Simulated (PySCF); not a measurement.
# C5H8NSSe: the cost of one run

Computed with PySCF 2.14.0 and routines of our own; the level stands in each step. Atoms count from 0.

## Step 1: The system as given

16 atoms, charge 0, multiplicity 2; geometry from: GFN2-xTB.

## Step 2: Open-shell or spin-flip excitations: unrestricted TDA CAM-B3LYP/def2-SVP

The job: settings as JSON, then the geometry in Å.

```
{"job": {"kind": "uabs", "xc": "CAM-B3LYP", "basis": "def2-SVP", "nstates": 10, "tda": true}, "charge": 0, "multiplicity": 2}
S     -3.178482     0.677149    -0.312515
C     -1.717809    -0.322642     0.144730
C     -0.421984     0.389087    -0.196825
C      0.818027    -0.496005     0.107266
C      1.024361    -0.773449     1.556370
Se     2.526107     0.050708     2.216721
N      2.941591     0.589951     0.533989
C      2.060801     0.236544    -0.310508
H     -2.924718     1.688530     0.515681
H     -1.787320    -0.550879     1.207535
H     -1.821982    -1.244674    -0.427308
H     -0.418857     0.646628    -1.258277
H     -0.341167     1.313820     0.381158
H      0.701110    -1.421984    -0.476174
H      0.325769    -1.283678     2.188145
H      2.206954     0.509838    -1.346431
```

With the program's defaults for keys left out, this is: unrestricted TDA CAM-B3LYP/def2-SVP, vertical, gas phase, core orbitals frozen in the response.

Started as:

```
> OMP_NUM_THREADS=1 python excited_run.py task.json out
```

The driver reads the jobs from task.json and runs them one after another.

Q: Estimate the wall time and peak memory of this first job on 1 thread of Arm Neoverse N1, shared host.

About 2.4 min, with a peak of 0.82 GiB.
